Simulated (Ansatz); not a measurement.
I need harmonic frequencies at the relaxed geometry of CH5ClFNSi, SMILES N[SiH](F)CCl. Use the Ansatz DFT code, driven from Python. Level of theory (for the species named): r2SCAN, 6-31G* basis, multiplicity 1, D4 dispersion.

```xyz
10

N    -0.2707   -1.3134   -1.0231
Si    0.0978   -0.4604    0.3989
F     1.3828   -1.1946    0.9256
C     0.5095    1.3494    0.1922
Cl   -1.0484    2.1764   -0.3313
H    -1.2624   -0.9815   -1.3026
H    -0.3290   -2.2618   -0.8286
H    -0.9655   -0.7150    1.3365
H     0.7675    1.8157    1.1741
H     1.2015    1.5341   -0.5388
```

Script `freq_ch5clfnsi.py`:
```python
import ansatz as az
import numpy as np


def main() -> None:
    ch5clfnsi = (
        az.Crystal.molecule()
        .atom("N", [-0.2707, -1.3134, -1.0231])
        .atom("Si", [0.0978, -0.4604, 0.3989])
        .atom("F", [1.3828, -1.1946, 0.9256])
        .atom("C", [0.5095, 1.3494, 0.1922])
        .atom("Cl", [-1.0484, 2.1764, -0.3313])
        .atom("H", [-1.2624, -0.9815, -1.3026])
        .atom("H", [-0.329, -2.2618, -0.8286])
        .atom("H", [-0.9655, -0.715, 1.3365])
        .atom("H", [0.7675, 1.8157, 1.1741])
        .atom("H", [1.2015, 1.5341, -0.5388])
    )

    calculation = (
        ch5clfnsi.calculation()
        .basis(gaussian="6-31G*")
        .functional("r2scan", dispersion="d4")
    )
    symbols = [site.symbol for site in ch5clfnsi.cartesian_sites]
    start = np.array([site.position_ang for site in ch5clfnsi.cartesian_sites], dtype=float)
    def progress(event):
        if event["event"] == "relax_step":
            row = event["data"]
            print(f"step {row['step']:3d}  E = {row['lagrangian_ev']:.6f} eV  max force {row['allowed_force_max_ev_ang']:.4f} eV/A")


    rep = calculation.relax(force_tolerance=0.003).session().plan().execute(on_event=progress).report
    end = np.array(rep["positions_ang"])

    print("bond        before    after (A)")
    for i, j in [(0, 1), (0, 5), (0, 6), (1, 2), (1, 3), (1, 7), (3, 4), (3, 8), (3, 9)]:
        d0, d1 = (np.linalg.norm(xyz[i] - xyz[j]) for xyz in (start, end))
        print(f"{symbols[i]}{i}-{symbols[j]}{j}".ljust(10), f"{d0:8.4f} {d1:8.4f}")
    for i, j, k in [(1, 0, 5), (1, 0, 6), (5, 0, 6), (0, 1, 2), (0, 1, 3), (0, 1, 7), (2, 1, 3), (2, 1, 7)]:
        u, v = end[i] - end[j], end[k] - end[j]
        print(f"angle {symbols[i]}{i}-{symbols[j]}{j}-{symbols[k]}{k}: {np.degrees(np.arccos(np.clip(u @ v / np.linalg.norm(u) / np.linalg.norm(v), -1, 1))):.2f} deg")

    minimum = az.Crystal.molecule()
    for symbol, xyz in zip(symbols, end):
        minimum = minimum.atom(symbol, xyz.tolist())
    vibrating = minimum.calculation()
    vibrating = vibrating.basis(gaussian="6-31G*")
    vibrating = vibrating.functional("r2scan", dispersion="d4")
    vibrating = vibrating.phonons(temperatures=(200, 600, 100))
    vib = vibrating.run(threads=1, pin="off").report["vibrations"]
    sums = vib["harmonic_sums"]
    modes = [m["omega_inv_cm"] for m in sums["modes_at_gamma"] if m["rigid_motion"] == "no"]
    print("frequencies (1/cm):", " ".join(f"{w:.0f}" for w in modes))
    print("imaginary modes:", sum(w < 0 for w in modes), " zero-point energy:", round(sums["zero_point_energy_ev"], 4), "eV")
    print("T (K)   F_vib (eV)   S_vib (meV/K)   C_vib (meV/K)")
    for row in zip(sums["temperatures_k"], sums["vibrational_free_energy_ev"], vib["entropy_ev_per_k"], vib["heat_capacity_ev_per_k"]):
        print(f"{row[0]:6.1f} {row[1]:11.4f} {1000 * row[2]:13.4f} {1000 * row[3]:15.4f}")


if __name__ == "__main__":
    main()
```

```console
$ python freq_ch5clfnsi.py
step   1  E = -25722.443965 eV  max force 3.3546 eV/A
step   2  E = -25722.912605 eV  max force 1.1343 eV/A
step   3  E = -25722.992852 eV  max force 0.4444 eV/A
step   4  E = -25723.012076 eV  max force 0.3014 eV/A
step   5  E = -25723.010554 eV  max force 0.3878 eV/A
step   6  E = -25723.028606 eV  max force 0.1875 eV/A
step   7  E = -25723.039238 eV  max force 0.1249 eV/A
step   8  E = -25723.048774 eV  max force 0.1109 eV/A
step   9  E = -25723.048801 eV  max force 0.4477 eV/A
step  10  E = -25723.044500 eV  max force 0.7919 eV/A
step  11  E = -25723.056052 eV  max force 0.0952 eV/A
step  12  E = -25723.058504 eV  max force 0.1259 eV/A
step  13  E = -25723.060310 eV  max force 0.0817 eV/A
step  14  E = -25723.061329 eV  max force 0.2019 eV/A
step  15  E = -25723.066082 eV  max force 0.0603 eV/A
step  16  E = -25723.017299 eV  max force 1.7607 eV/A
step  17  E = -25723.069482 eV  max force 0.0725 eV/A
step  18  E = -25723.069429 eV  max force 0.4504 eV/A
step  19  E = -25723.071481 eV  max force 0.0606 eV/A
step  20  E = -25723.073170 eV  max force 0.1167 eV/A
step  21  E = -25723.075632 eV  max force 0.1040 eV/A
step  22  E = -25723.076406 eV  max force 0.3783 eV/A
step  23  E = -25723.078232 eV  max force 0.1574 eV/A
step  24  E = -25723.078979 eV  max force 0.0397 eV/A
step  25  E = -25723.079420 eV  max force 0.0294 eV/A
step  26  E = -25723.079499 eV  max force 0.0219 eV/A
step  27  E = -25723.079520 eV  max force 0.0099 eV/A
step  28  E = -25723.079528 eV  max force 0.0022 eV/A
bond        before    after (A)
N0-Si1       1.6987   1.7012
N0-H5        1.0825   1.0114
N0-H6        0.9699   1.0109
Si1-F2       1.5709   1.6209
Si1-C3       1.8675   1.8836
Si1-H7       1.4403   1.4802
C3-Cl4       1.8398   1.8079
C3-H8        1.1172   1.0947
C3-H9        1.0234   1.0963
angle Si1-N0-H5: 123.16 deg
angle Si1-N0-H6: 122.47 deg
angle H5-N0-H6: 112.19 deg
angle N0-Si1-F2: 114.83 deg
angle N0-Si1-C3: 109.29 deg
angle N0-Si1-H7: 108.42 deg
angle F2-Si1-C3: 103.53 deg
angle F2-Si1-H7: 107.43 deg
frequencies (1/cm): 56 131 186 243 280 305 336 621 661 758 801 843 886 908 974 1146 1234 1468 1620 2307 3075 3140 3592 3693
imaginary modes: 0  zero-point energy: 1.8141 eV
T (K)   F_vib (eV)   S_vib (meV/K)   C_vib (meV/K)
 200.0      1.7714        0.4939          0.5642
 300.0      1.7082        0.7680          0.7992
 400.0      1.6184        1.0258          0.9950
 500.0      1.5037        1.2650          1.1475
 600.0      1.3660        1.4851          1.2664
```

Reading the output:
- Total energies depend on the basis set; only differences at equal settings carry meaning.
- The frequencies are harmonic and unscaled, in a modest basis. The result belongs to the one conformer reached from this start, and soft torsions count as harmonic oscillators.
- It ran for 7 min on 1 thread of Intel(R) Xeon(R) Platinum 8488C (Sapphire Rapids), on a shared host, peak memory 0.28 GiB.

(Lines on the test bed's own set-up are left out of the output.)
